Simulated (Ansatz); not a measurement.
# C2H3BSeZn: the cost of one run

Computed with Ansatz 0.2.0, Gaussian basis. Level: the settings change from run to run.

1 further run of the same task is left out (it didn't finish).

### Step 1. The molecule

The structure was relaxed beforehand with PBE0-D4 in a triple-zeta def2 set.

SMILES `C=[C]1[Zn][BH][Se]1`, 8 atoms, charge 0, spin multiplicity 1.

Atoms are counted from 1 here; the program's logs count them from 0.

Bond lengths: C1–C2 1.322 Å, C1–H6 1.087 Å, C1–H7 1.086 Å, C2–Zn3 2.000 Å, C2–Se5 1.990 Å, Zn3–B4 2.082 Å, B4–Se5 1.906 Å, B4–H8 1.188 Å. Angles: C2–C1–H6 124.3°, C2–C1–H7 119.4°, H6–C1–H7 116.3°, C1–C2–Zn3 153.2°, C1–C2–Se5 120.9°, Zn3–C2–Se5 85.9°, C2–Zn3–B4 91.3°, Zn3–B4–Se5 85.8°, Zn3–B4–H8 151.6°, Se5–B4–H8 122.6°, C2–Se5–B4 97.0°.

### Step 2. B2GP-PLYP/aug-cc-pVDZ

Options: multiplicity 3, high accuracy.

in.yaml reads:

```yaml
crystal:
  periodic: [false, false, false]
  atoms:
    - {symbol: C, position_ang: [0.627801, 1.780251, 0.154911]}
    - {symbol: C, position_ang: [0.468677, 0.470663, 0.069234]}
    - {symbol: Zn, position_ang: [1.145791, -1.411283, 0.030859]}
    - {symbol: B, position_ang: [-0.787624, -2.150772, -0.189843]}
    - {symbol: Se, position_ang: [-1.341402, -0.327895, -0.143159]}
    - {symbol: H, position_ang: [-0.186293, 2.499383, 0.117613]}
    - {symbol: H, position_ang: [1.627491, 2.189415, 0.270464]}
    - {symbol: H, position_ang: [-1.554441, -3.049761, -0.310090]}
basis:
  gaussian: {orbitals: aug-cc-pVDZ}
magnetization: {spin_polarized: true, initial_magnetization: 2}
hamiltonian: {xc: {name: B2GP-PLYP}}
accuracy: high
```

Launch:

```sh
$ ansatz run in.yaml --threads 2 --pin off --events-out ev --progress --plain --max-ram 32768MiB --backend cpu
```

What time and memory should one allow on 2 threads of AMD EPYC 7R13, shared host?

About 5.6 min, with a peak of 2 GiB.
